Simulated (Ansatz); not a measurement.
HfIn4SiO6:

```
Hf In Si O
1.0
     5.27743    0.00000    0.00000
    -2.63872    4.57039    0.00000
     0.00000    0.00000   10.55905
Hf In Si O
1 4 1 6
Direct
  0.66667 0.33333 0.00000
  0.00000 0.00000 0.30446
  0.00000 0.00000 0.69554
  0.33333 0.66667 0.78919
  0.33333 0.66667 0.21081
  0.00000 0.00000 0.00000
  0.97300 0.70496 0.89972
  0.29504 0.02700 0.10028
  0.29504 0.26804 0.89972
  0.73196 0.70496 0.10028
  0.73196 0.02700 0.89972
  0.97300 0.26804 0.10028
```

The cell was built by a generator and needn't be a form met in nature.

| Item | Value |
| --- | --- |
| Program | Ansatz 0.2.0 |
| Task | relaxation of cell and atoms |
| Functional | PBE |
| Dispersion | D4 |
| Potentials or basis | Ansatz PAW |
| Cutoff | 420 eV (not typed: the program's choice for these potentials) |
| k mesh | 4 × 4 × 2 |
| Occupations | fermi-dirac, width 0.05 eV |
| Spin | no spin polarisation |

At the start: volume 21.22 Å³/atom.

**Question.** Where does the relaxation end?

**Answer.** It ends after 9 steps and the volume is 19.79 Å³/atom (-6.8 %); space group P312 (No. 149, to 0.05 Å).

Step by step:
```csv
step,energy change (eV),largest force (eV/Å),volume (Å³)
1,0.0000,0.0986,254.68
2,-0.0490,0.1025,245.43
3,-0.0729,0.0605,239.73
4,-0.0767,0.0243,238.67
5,-0.0752,0.0171,239.56
6,-0.0755,0.0063,239.44
7,-0.0534,0.0050,239.44
8,-0.0590,0.0060,237.46
9,-0.0553,0.0057,237.46
```

Final structure:
```
CELL_PARAMETERS angstrom
5.22027 0.00000 0.00000
-2.61014 4.52088 0.00000
0.00000 0.00000 10.06161
ATOMIC_POSITIONS crystal
Hf 0.66667 0.33333 0.00000
In 0.00000 0.00000 0.32018
In 0.00000 0.00000 0.67982
In 0.33333 0.66667 0.77805
In 0.33333 0.66667 0.22195
Si 0.00000 0.00000 0.00000
O 0.97640 0.70478 0.89509
O 0.29522 0.02360 0.10491
O 0.29522 0.27162 0.89509
O 0.72838 0.70478 0.10491
O 0.72838 0.02360 0.89509
O 0.97640 0.27162 0.10491
```

Caveat: the plane-wave basis is chosen anew once the cell has moved, so the energies of steps on either side of that aren't comparable; the pressure holds a Pulay correction of +0.3 GPa for the finite cutoff; pairwise dispersion overbinds metals, which lowers pressure and volume.
